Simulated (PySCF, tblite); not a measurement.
**C5H14NPSi: geometry, infrared bands and NMR shifts**

Aim: predict the infrared bands and NMR shifts of C5H14NPSi (`CC(C)(C)/C=N\[SiH2]P`).

The runs use tblite 0.8.0 and PySCF 2.14.0, with density-fitted response routines of our own; the level of theory stands in each step. All values are computed, except where a source is named. Atoms are numbered from 0 throughout.

## Step 1: Starting geometry

22 atoms, charge 0, multiplicity 1; geometry from: force field or distance geometry start.

Bonds of the start (Å): C0–C1 1.49, C1–C2 1.51, C1–C3 1.52, C1–C4 1.53, C4–N5 1.26, N5–Si6 1.74, Si6–P7 2.23, C0–H8 1.11, C0–H9 1.14, C0–H10 1.12, C2–H11 1.10, C2–H12 1.12, C2–H13 1.12, C3–H14 1.12, C3–H15 1.08, C3–H16 1.13, C4–H17 1.09, Si6–H18 1.44, Si6–H19 1.49, P7–H20 1.42, P7–H21 1.43.

## Step 2: Optimising the geometry with GFN2-xTB

The job: settings as JSON, then the geometry in Å.

```
{"job": {"kind": "relax", "xc": "GFN2-xTB", "basis": "xTB"}, "charge": 0, "multiplicity": 1}
C     -1.134200    -1.180400    -0.782600
C     -0.945100    -0.003900     0.113300
C     -2.299200     0.352700     0.668600
C     -0.435900     1.249800    -0.569800
C     -0.143600    -0.335200     1.368500
N      1.061900    -0.672200     1.268100
Si     1.960700    -0.806400    -0.221500
P      3.628000     0.675300    -0.322300
H     -0.519200    -2.073900    -0.541000
H     -2.204400    -1.554400    -0.641600
H     -1.120800    -0.903100    -1.867100
H     -2.286200     0.845200     1.649000
H     -2.837900     0.944200    -0.110000
H     -2.872400    -0.599400     0.800400
H     -1.154600     2.088200    -0.366400
H     -0.387200     1.157800    -1.642800
H      0.523700     1.624100    -0.095700
H     -0.600300    -0.287100     2.357300
H      1.226500    -0.606200    -1.439800
H      2.656400    -2.128500    -0.247500
H      4.735000     0.241000     0.462900
H      3.138400     1.991800    -0.032900
```

The run is started by

```sh
$ OMP_NUM_THREADS=1 python probes_run.py task.json out
```

The driver reads the jobs from task.json and runs them one after another.

**Question.** This job is followed by: GFN2-xTB harmonic vibrations, gas phase; GIAO PBE0/pcSseg-1 NMR shielding, non-relativistic, gas phase. Predict these results of the whole session: strongest single infrared mode (GFN2-xTB); zero-point energy (GFN2-xTB); 13C shifts against TMS (PBE0/pcSseg-1, means over atoms taken as alike); 1H shifts against TMS (PBE0/pcSseg-1, means over atoms taken as alike); 15N shifts against NH3 (PBE0/pcSseg-1); 29Si shifts against TMS (PBE0/pcSseg-1); 31P shifts against H3PO4 (PBE0/pcSseg-1); surface potential, 1st and 99th percentile.

The runs gave:

| quantity | value |
| --- | --- |
| strongest single infrared mode (GFN2-xTB) | 2130 cm⁻¹, 263 km/mol |
| zero-point energy (GFN2-xTB) | 109.9 kcal/mol |
| 13C shifts against TMS (PBE0/pcSseg-1, means over atoms taken as alike) | 195.0, 41.0, 29.6 ppm |
| 1H shifts against TMS (PBE0/pcSseg-1, means over atoms taken as alike) | 8.95, 5.89, 1.16, 1.12 ppm |
| 15N shifts against NH3 (PBE0/pcSseg-1) | 362.2 ppm |
| 29Si shifts against TMS (PBE0/pcSseg-1) | -55.2 ppm |
| 31P shifts against H3PO4 (PBE0/pcSseg-1) | -304.3 ppm |
| surface potential, 1st and 99th percentile | -1.26 V and 0.82 V |

In words: The optimisation took 230 steps and gained 1.809 eV; among the close pairs (by a distance rule), C0–H9 changed most, from 1.142 to 1.088 Å. All 60 modes are real, so the xTB geometry is a minimum. The strongest single mode, at 2130 cm⁻¹, moves mainly H18. GFN2-xTB is a fitted tight-binding method: band positions and strengths are rough. Its intensities can rank the bands wrongly. At PBE0/pcSseg-1: The widest tensor belongs to N5: span 699 ppm, with a paramagnetic part of -426 ppm. By nearest atom (PBE0/pcSseg-1), the HOMO sits on N5 57 %; H17, H18 about 8 % each and the LUMO on C4 35 %; N5 25 %.
